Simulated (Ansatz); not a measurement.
**C2H6AlClO2: a ladder of functionals and wavefunction methods**

An exercise on one series of results from a longer session: the logs are not shown, and one member is left open.

Program: Ansatz 0.2.0, Gaussian basis. Level of theory: functionals in def2-TZVPP, the program's frozen cores in correlated methods. These are calculated values, not measurements.

Plan: PBE-D4, r2SCAN-D4, PBE0-D4, B3LYP-D4, ωB97X-V, ωB97M-V, B2PLYP; CCSD(T)/def2-TZVPP; MP2/def2-QZVPP; extrapolation to the limit.

## The geometry

An earlier PBE0-D4 in a triple-zeta def2 set relaxation fixed the geometry.

SMILES `C[O][Al]([Cl])[O]C`, 12 atoms, charge 0, spin multiplicity 1.

Atoms are counted from 1 here; the program's logs count them from 0.

Bond lengths: C1–O2 1.400 Å, C1–H7 1.094 Å, C1–H8 1.096 Å, C1–H9 1.094 Å, O2–Al3 1.673 Å, Al3–Cl4 2.083 Å, Al3–O5 1.669 Å, O5–C6 1.401 Å, C6–H10 1.094 Å, C6–H11 1.096 Å, C6–H12 1.094 Å. Angles: O2–C1–H7 109.9°, O2–C1–H8 112.4°, O2–C1–H9 109.9°, H7–C1–H8 108.2°, H7–C1–H9 108.0°, H8–C1–H9 108.2°, C1–O2–Al3 135.5°, O2–Al3–Cl4 120.5°, O2–Al3–O5 120.8°, Cl4–Al3–O5 118.8°, Al3–O5–C6 134.8°, O5–C6–H10 109.8°, O5–C6–H11 112.5°, O5–C6–H12 109.8°, H10–C6–H11 108.3°, H10–C6–H12 108.0°, H11–C6–H12 108.3°.

The first run:

in.yaml reads:

```yaml
crystal:
  periodic: [false, false, false]
  atoms:
    - {symbol: C, position_ang: [1.233237, -0.701078, 2.011505]}
    - {symbol: O, position_ang: [0.444052, -0.333863, 0.915243]}
    - {symbol: Al, position_ang: [0.732619, 0.324404, -0.595377]}
    - {symbol: Cl, position_ang: [2.673763, 0.788061, -1.192257]}
    - {symbol: O, position_ang: [-0.524679, 0.622144, -1.651324]}
    - {symbol: C, position_ang: [-1.913718, 0.448427, -1.604808]}
    - {symbol: H, position_ang: [0.916477, -0.147023, 2.900577]}
    - {symbol: H, position_ang: [2.298083, -0.502349, 1.844934]}
    - {symbol: H, position_ang: [1.112402, -1.769299, 2.216753]}
    - {symbol: H, position_ang: [-2.412871, 1.412369, -1.743736]}
    - {symbol: H, position_ang: [-2.250717, 0.020319, -0.654225]}
    - {symbol: H, position_ang: [-2.231647, -0.217114, -2.413286]}
basis:
  gaussian: {orbitals: def2-TZVPP}
hamiltonian: {xc: pbe, dispersion: d4}
output: {forces: true, orbitals: {seedname: orbitals}}
```

The run is started by

```bash
$ ansatz run in.yaml --threads 2 --pin off --events-out ev --progress --plain --max-ram 22528MiB --backend cuda --devices 0, --max-vram 18GiB
```

Among the steps run: PBE-D4 (GGA); r2SCAN-D4 (meta-GGA); PBE0-D4 (hybrid); B3LYP-D4 (hybrid); ωB97X-V (range-separated); ωB97M-V (range-separated); B2PLYP (double hybrid); CCSD(T) in def2-TZVPP; MP2 in def2-QZVPP.

One of the session's tables, all rows but one given; the rest of the session is left out.

```
            method  atomisation energy (eV)
            PBE-D4                   48.795
         r2SCAN-D4                   48.284
           PBE0-D4                        ?
          B3LYP-D4                   47.913
           ωB97X-V                   48.163
           ωB97M-V                   48.215
            B2PLYP                   47.588
     HF/def2-TZVPP                   35.328
    MP2/def2-TZVPP                   48.050
   CCSD/def2-TZVPP                   46.232
CCSD(T)/def2-TZVPP                   46.920
           MP2/CBS                   49.341
       CCSD(T)/CBS                   48.211
```

**Question.** Estimate the row for PBE0-D4.

As computed: atomisation energy (eV): 47.910. In the column «atomisation energy (eV)» it lies between B2PLYP (47.588) and B3LYP-D4 (47.913).
